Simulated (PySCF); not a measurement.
**CF3CHF2: electronic excitations and core binding energies**

What electronic excitations and core binding energies should CF3CHF2 (`FC(F)C(F)(F)F`) show?

Programs: PySCF 2.14.0, with density-fitted response routines of our own. Each step states its level of theory. These are calculated values for one molecule in the gas phase, unless marked as measured. Atoms count from 0, in the outputs and in this text.

### Step 1. Starting geometry

8 atoms, charge 0, multiplicity 1; geometry from: GFN2-xTB.

Bonds of the start (Å): F0–C1 1.34, C1–F2 1.34, C1–C3 1.55, C3–F4 1.33, C3–F5 1.33, C3–F6 1.33, C1–H7 1.10.

### Step 2. TDDFT and polarisability: B3LYP/def2-SVPD

Job settings and geometry (Å):

```
{"job": {"kind": "uv", "xc": "B3LYP", "basis": "def2-SVPD", "nstates": 8, "ntriplets": 3}, "charge": 0, "multiplicity": 1}
F      1.103790    -1.199916     0.668488
C      0.782421    -0.119275    -0.057405
F      1.422410     0.936340     0.466001
C     -0.748491     0.113000     0.001981
F     -1.194050     0.297657     1.236333
F     -1.077875     1.183827    -0.722777
F     -1.389136    -0.935474    -0.518340
H      1.109988    -0.266747    -1.098846
```

With the program's defaults for keys left out, this is: TDDFT B3LYP/def2-SVPD, vertical, gas phase, core orbitals frozen in the response.

Standard output:

```text
coarse grid: 8224 points
cycle   1  E = -575.3685682752  dE =  1.147e+00  |g| = 1.042e+00  |ddm| = 3.263e+00
cycle   2  E = -575.0638841908  dE =  3.047e-01  |g| = 1.756e+00  |ddm| = 1.931e+00
cycle   3  E = -575.5533689184  dE = -4.895e-01  |g| = 5.003e-02  |ddm| = 1.204e+00
cycle   4  E = -575.5536222828  dE = -2.534e-04  |g| = 3.100e-02  |ddm| = 6.618e-02
cycle   5  E = -575.5537614681  dE = -1.392e-04  |g| = 1.025e-02  |ddm| = 2.702e-02
cycle   6  E = -575.5537771655  dE = -1.570e-05  |g| = 1.857e-03  |ddm| = 7.483e-03
cycle   7  E = -575.5537777588  dE = -5.933e-07  |g| = 4.119e-04  |ddm| = 1.751e-03
final grid: 85808 points
cycle   8  E = -575.6257686560  dE = -3.085e-05  |g| = 6.441e-03  |ddm| = 4.484e-02
cycle   9  E = -575.6257602866  dE =  8.369e-06  |g| = 9.766e-03  |ddm| = 9.945e-03
cycle  10  E = -575.6257750545  dE = -1.477e-05  |g| = 3.365e-04  |ddm| = 6.098e-03
cycle  11  E = -575.6257750740  dE = -1.941e-08  |g| = 1.201e-04  |ddm| = 4.172e-04
cycle  12  E = -575.6257750766  dE = -2.675e-09  |g| = 2.761e-05  |ddm| = 1.176e-04
cycle  13  E = -575.6257750767  dE = -1.057e-10  |g| = 1.085e-05  |ddm| = 2.511e-05
converged SCF energy = -575.6257750767

Static polarisability (au): isotropic 31.420, principal 30.508 31.718 32.035

Singlet excitations
state   eV       nm        f      main configurations
  1   9.6386    128.6   0.03572   H->L 0.97
  2   9.9521    124.6   0.00100   H->L+1 0.97
  3  10.5504    117.5   0.00486   H->L+2 0.87, H->L+3 0.08
  4  10.8965    113.8   0.03854   H->L+3 0.91, H->L+2 0.08
  5  11.2512    110.2   0.00985   H-1->L 0.79, H-2->L 0.14
  6  11.4500    108.3   0.00673   H-3->L 0.82, H-2->L 0.08
  7  11.4518    108.3   0.00088   H-2->L 0.73, H-1->L 0.14, H-3->L 0.09
  8  11.6442    106.5   0.01287   H-1->L+1 0.81

Triplet excitations (Tamm-Dancoff, eV): 9.2607 9.4267 10.1729
```

It took 18 s on 1 thread, shared host.

Frontier orbitals and where they lie:

```csv
orbital,eV,atoms
HOMO−3,-12.28,"F0 27 %, F2 27 %, C1 14 %"
HOMO−2,-12.24,"F4 28 %, F6 19 %, F5 18 %"
HOMO−1,-12.13,"F0 25 %, F2 25 %, F6 20 %"
HOMO,-10.53,"F0 20 %, F2 20 %, C1 19 %"
LUMO,0.20,"C1 31 %, H7 21 %, C3 13 %"
LUMO+1,0.75,"F0 17 %, F2 17 %, C1 14 %"
LUMO+2,1.07,"F5 21 %, F6 21 %, C3 14 %"
```

With each of the 8 states as a Gaussian band of 0.4 eV half-width at 1/e, the curve within the window shown has maxima at 129 nm (ε 1,500), 113 nm (ε 1,900) L/(mol cm). Beyond the last state computed it falls off for lack of states. The curve at chosen wavelengths:

(nm, ε (L/mol/cm)): (104, 385), (105, 600), (107, 1026), (108, 1191), (109, 1338), (111, 1662), (112, 1820), (113, 1914), (115, 1746), (116, 1491), (117, 1185), (119, 640), (120, 472), (121, 394), (122, 408), (124, 682), (125, 901), (126, 1128), (128, 1441), (129, 1467), (130, 1395), (132, 1040), (133, 820), (134, 610), (136, 287), (137, 183)

Further results of this job:

```
           property  computed
  dipole moment (D)      1.54
polarisability (Å³)      4.66
 HOMO–LUMO gap (eV)     10.73
      −ε(HOMO) (eV)     10.53
```

### Step 3. Core holes by ΔSCF: SCAN, X2C

Same as in step 2 but for these lines:

```diff
@@ -1,2 +1,2 @@
-{"job": {"kind": "uv", "xc": "B3LYP", "basis": "def2-SVPD", "nstates": 8, "ntriplets": 3}, "charge": 0, "multiplicity": 1}
+{"job": {"kind": "xps"}, "charge": 0, "multiplicity": 1}
 F      1.103790    -1.199916     0.668488
```

With the program's defaults for keys left out, this is: delta-SCF UKS SCAN, pcX-2 on the ionised atom, pcseg-1 elsewhere, spin-free X2C.

Standard output:

```text
ground state, core basis on atom 0 (F), 134 functions
  cycle   1  E = -576.12874613  |g| = 1.02e+00
  cycle   2  E = -575.71732400  |g| = 1.93e+00
  cycle   3  E = -576.29346121  |g| = 5.74e-02
  cycle   4  E = -576.29375140  |g| = 4.65e-02
  cycle   5  E = -576.29406610  |g| = 1.18e-02
  cycle   6  E = -576.29408536  |g| = 3.27e-03
  cycle   7  E = -576.29408650  |g| = 1.55e-03
  cycle   8  E = -576.29408753  |g| = 4.19e-04
  E(ground) = -576.28395847 Eh
hole in F 1s of atom 0
  cycle   1  E = -549.89056503  |g| = 2.58e+00
  cycle   2  E = -549.67449358  |g| = 2.23e+00
  cycle   3  E = -550.64628175  |g| = 6.09e-01
  cycle   4  E = -550.69196733  |g| = 4.78e-01
  cycle   5  E = -550.76539382  |g| = 4.47e-02
  cycle   6  E = -550.76595379  |g| = 2.04e-02
  cycle   7  E = -550.76609245  |g| = 7.52e-03
  cycle   8  E = -550.76610822  |g| = 2.50e-03
  cycle   9  E = -550.76610992  |g| = 6.32e-04
  cycle  10  E = -550.76611050  |g| = 1.84e-04
  E(ion) = -550.76317416 Eh   <S^2> = 0.7569   hole on atom = 1.000   binding energy = 694.456 eV
ground state, core basis on atom 1 (C), 134 functions
  cycle   1  E = -576.25906966  |g| = 1.05e-01
  cycle   2  E = -576.25674715  |g| = 1.50e-01
  cycle   3  E = -576.26018708  |g| = 1.91e-02
  cycle   4  E = -576.26023708  |g| = 8.52e-03
  cycle   5  E = -576.26025077  |g| = 1.47e-03
  cycle   6  E = -576.26024948  |g| = 3.78e-04
  E(ground) = -576.24719112 Eh
hole in C 1s of atom 1
  cycle   1  E = -564.80476056  |g| = 1.50e+00
  cycle   2  E = -562.74094511  |g| = 2.57e+00
  cycle   3  E = -565.19947398  |g| = 6.29e-01
  cycle   4  E = -565.29993146  |g| = 3.30e-01
  cycle   5  E = -565.33121727  |g| = 9.59e-02
  cycle   6  E = -565.33424795  |g| = 2.47e-02
  cycle   7  E = -565.33446990  |g| = 9.37e-03
  cycle   8  E = -565.33450112  |g| = 5.61e-03
  cycle   9  E = -565.33451552  |g| = 1.93e-03
  cycle  10  E = -565.33451747  |g| = 1.76e-03
  cycle  11  E = -565.33451918  |g| = 3.91e-04
  E(ion) = -565.32512653 Eh   <S^2> = 0.7726   hole on atom = 1.000   binding energy = 297.205 eV
ground state, core basis on atom 3 (C), 134 functions
  cycle   1  E = -576.26426883  |g| = 6.30e-02
  cycle   2  E = -576.26420013  |g| = 3.59e-02
  cycle   3  E = -576.26424712  |g| = 3.20e-02
  cycle   4  E = -576.26440966  |g| = 2.48e-03
  cycle   5  E = -576.26441057  |g| = 1.09e-03
  cycle   6  E = -576.26441229  |g| = 2.04e-04
  E(ground) = -576.25115493 Eh
hole in C 1s of atom 3
  cycle   1  E = -564.73971923  |g| = 1.50e+00
  cycle   2  E = -561.96900180  |g| = 3.02e+00
  cycle   3  E = -565.12783322  |g| = 6.31e-01
  cycle   4  E = -565.20263282  |g| = 4.39e-01
  cycle   5  E = -565.25956068  |g| = 1.08e-01
  cycle   6  E = -565.26288242  |g| = 4.54e-02
  cycle   7  E = -565.26348402  |g| = 1.80e-02
  cycle   8  E = -565.26360314  |g| = 4.31e-03
  cycle   9  E = -565.26361541  |g| = 1.32e-03
  cycle  10  E = -565.26361762  |g| = 7.30e-04
  cycle  11  E = -565.26361821  |g| = 3.61e-04
  E(ion) = -565.25432917 Eh   <S^2> = 0.7715   hole on atom = 1.000   binding energy = 299.239 eV
ground state, core basis on atom 4 (F), 134 functions
  cycle   1  E = -576.29393299  |g| = 1.19e-01
  cycle   2  E = -576.29350493  |g| = 6.98e-02
  cycle   3  E = -576.29358575  |g| = 6.58e-02
  cycle   4  E = -576.29416661  |g| = 3.85e-03
  cycle   5  E = -576.29416696  |g| = 9.26e-04
  cycle   6  E = -576.29416883  |g| = 2.38e-04
  E(ground) = -576.28389358 Eh
hole in F 1s of atom 4
  cycle   1  E = -549.87567639  |g| = 2.58e+00
  cycle   2  E = -549.62694351  |g| = 2.25e+00
  cycle   3  E = -550.63283458  |g| = 6.04e-01
  cycle   4  E = -550.68964476  |g| = 4.40e-01
  cycle   5  E = -550.75072721  |g| = 4.30e-02
  cycle   6  E = -550.75122799  |g| = 1.94e-02
  cycle   7  E = -550.75138059  |g| = 6.34e-03
  cycle   8  E = -550.75139198  |g| = 2.54e-03
  cycle   9  E = -550.75139361  |g| = 5.65e-04
  cycle  10  E = -550.75139288  |g| = 1.84e-04
  E(ion) = -550.74879441 Eh   <S^2> = 0.7569   hole on atom = 1.000   binding energy = 694.845 eV
```

Run time: 15 s. Hardware: 1 thread, shared host.

Binding energies by hole, beside the orbital energy of the ground state; the difference holds orbital relaxation and, for a density functional, its self-interaction error:

```
     hole  stands for              environment  ΔSCF (eV)  −ε (eV)   ⟨S²⟩
F1s on F0      F0, F2  fluorine of a CF2 group     694.46    668.1  0.757
C1s on C1          C1     sp3 CH bonded to 2 F     297.20    279.4  0.773
C1s on C3          C3               CF3 carbon     299.24    281.2  0.772
F1s on F4  F4, F5, F6  fluorine of a CF3 group     694.85    668.5  0.757
```

Each hole run stands for the others of its class of like atoms.

### Step 4. Results

| quantity | value |
| --- | --- |
| lowest singlet (B3LYP/def2-SVPD) | 9.64 eV (129 nm), f = 0.036 |
| brightest single state of those computed | state 4, 10.90 eV, f = 0.039 |
| lowest triplet | 9.26 eV |
| F1s binding energies, SCAN/pcX-2 | F4 694.85, F0 694.46 eV |
| C1s binding energies, SCAN/pcX-2 | C3 299.24, C1 297.20 eV |

The lowest singlet, at 9.64 eV, is HOMO→LUMO 0.97 and is weak; of the 8 states computed, the strongest absorption comes from state 4 at 10.90 eV. The lowest triplet lies 0.38 eV below the lowest singlet (triplets in Tamm-Dancoff, singlets in full TDDFT). States above −ε(HOMO) lie where TDDFT describes them poorly and they hang on the basis; the brightest is among them. F4 (fluorine of a CF3 group) binds its F1s electron 0.39 eV more tightly than F0 (fluorine of a CF2 group). The C1s levels kept as sound span 2.03 eV, from C1 (sp3 CH bonded to 2 F) up to C3 (CF3 carbon).
